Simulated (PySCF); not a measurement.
# Au3 (Au3): the cost of one run

Computed with PySCF 2.14.0. Level: TPSS, Au def2-SVP with ECP60; scalar-relativistic core potentials, no spin–orbit coupling.

3 further runs of the same task are left out: 2 for a known fault of the program, 1 that didn't finish.

### 1 Where the work starts

3 atoms, charge 0, spin multiplicity 2.

Bond lengths: Au1–Au2 2.597 Å, Au2–Au3 2.597 Å. Angles: Au1–Au2–Au3 180.0°.

Coordinates:

```xyz
3
Au3
Au    0.0000    0.0000    2.5975
Au    0.0000    0.0000    0.0000
Au    0.0000    0.0000   -2.5975
```

An earlier session relaxed this geometry at TPSS, Au def2-SVP with ECP60 (doublet, point group D∞h).

Its energy there is -407.123304 Eh.

### 2 Multiplicity 4 at the relaxed geometry

The input, run.py (the lines that set the calculation):

```python
mol = gto.M(atom='''
Au     0.00000     0.00000     2.59749
Au     0.00000     0.00000     0.00000
Au     0.00000     0.00000    -2.59749''',
    basis={'Au': 'def2-SVP'},
    ecp={'Au': 'def2-SVP'},
    charge=0, spin=3)
mf = dft.UKS(mol, xc='TPSS')
mf.grids.atom_grid = (50, 194)
mf = mf.density_fit()  # fitting sets: Au def2-universal-JKFIT
mf.conv_tol = 1e-08; mf.max_cycle = 55
mf.kernel(dm0)  # dm0: free metal ions and neutral atoms
```

Started as:

```console
$ OMP_NUM_THREADS=2 python run.py
```

**Question.** How long does this run take on 2 threads of Intel Xeon Platinum 8488C (Sapphire Rapids), shared host?

About 3.2 s.
